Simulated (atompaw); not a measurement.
**Palladium: generating and testing a PAW (atompaw) potential**

Do these settings give a usable potential? It is generated, then checked for scattering, ghosts and hardness.

The numbers are computed with atompaw 4.2.0.5 (PBE, scalar-relativistic, spin-unpolarised reference atom).

### Step 1. The atom and the settings

The settings as typed:

- element: palladium (Pd, Z = 46)
- type: PAW
- frozen core: [Ar] 3d10
- valence charge: 18
- reference configuration: 4s2 4p6 4d10 5s0 5p0
- partial waves: 4s (bound); 5s (bound, empty); 4p (bound); 5p (bound, empty); 4d (bound); 4d channel at 0.1 Ry
- local potential: troulliermartins scheme with l = 3 at 1 Ry, radius 1.35 bohr
- core correction: smooth core density matched at 1.70 bohr
- augmentation charge: besselshape compensation charge, radius 2.00 bohr; PAW radius 2.05 bohr; waves and projectors: bloechl

The outer shells as boxes (Hund's rule for the drawing; the calculation is spin-unpolarised):

```
[Ar] core
3d [↑↓][↑↓][↑↓][↑↓][↑↓]
4s [↑↓]
4p [↑↓][↑↓][↑↓]
4d [↑↓][↑↓][↑↓][↑↓][↑↓]
5s [  ]
5p [  ][  ][  ]
```

An earlier all-electron run gives the scale for the radii.

All-electron outer shells of the reference configuration (PBE, scalar-relativistic, ld1.x):

| shell | level (eV) | outermost node (bohr) | outermost maximum (bohr) |
| --- | --- | --- | --- |
| 3p | -516.07 | 0.15 | 0.34 |
| 3d | -325.51 | – | 0.28 |
| 4s | -85.33 | 0.45 | 0.85 |
| 4p | -51.20 | 0.46 | 0.91 |
| 4d | -4.05 | 0.45 | 1.10 |
| 5s | -3.32 | 1.15 | 2.67 |
| 5p | -0.31 | 1.32 | 4.52 |

### Step 2. The generation run

Input file Pd.input:

```
Pd 46
GGA-PBE scalarrelativistic loggrid 1500 logderivrange -8 5 326
5 5 4 0 0 0
5 0 0
5 1 0
0 0 0
c
c
c
v
v
c
c
v
v
c
v
2
2.05 2.00 1.35 1.70
n
n
y
0.1
n
bloechl besselshape
3 1 troulliermartins
PWSCFOUT
UPFDX 0.0125d0 UPFXMIN -7.d0 UPFZMESH 46.d0
END
```

Started as:

```console
$ atompaw < Pd.input > Pd.log
```

What does the calculation give? Wanted: cutoffs for 10 and 1 mRy, occupied levels; bound ghosts; largest phase difference near zero energy, channels read; lowest eigenvalue of the overlap; share of valence orbitals outside the PAW sphere; UPF file.

As calculated:

```
                                                quantity                                      value
               cutoffs for 10 and 1 mRy, occupied levels                          180 Ry and 230 Ry
                                            bound ghosts                                 none found
largest phase difference near zero energy, channels read                                  2.875 rad
         lowest eigenvalue of the overlap (Bessel basis)                                  0.003 (d)
        share of valence orbitals outside the PAW sphere  4s 0 %, 5s 87 %, 4p 2 %, 5p 98 %, 4d 22 %
                                                UPF file                                not written
```

The overlap operator is nearly singular (0.003). It counts as very hard, with 180 Ry needed at the looser tolerance. It is free of bound ghosts as far as tested. Near zero energy the largest phase difference among the channels read is 2.88 rad, in the s channel. A step near π is an extra or missing state, not a misfit of shape. The pseudo curves have poles with no partner nearby in the atom's: s at 0.28 Ry, d at 1.55 Ry. At positive energy that is a spurious or a displaced resonance. The pseudo core plus compensation charge is negative at some radii, so no UPF file was written.
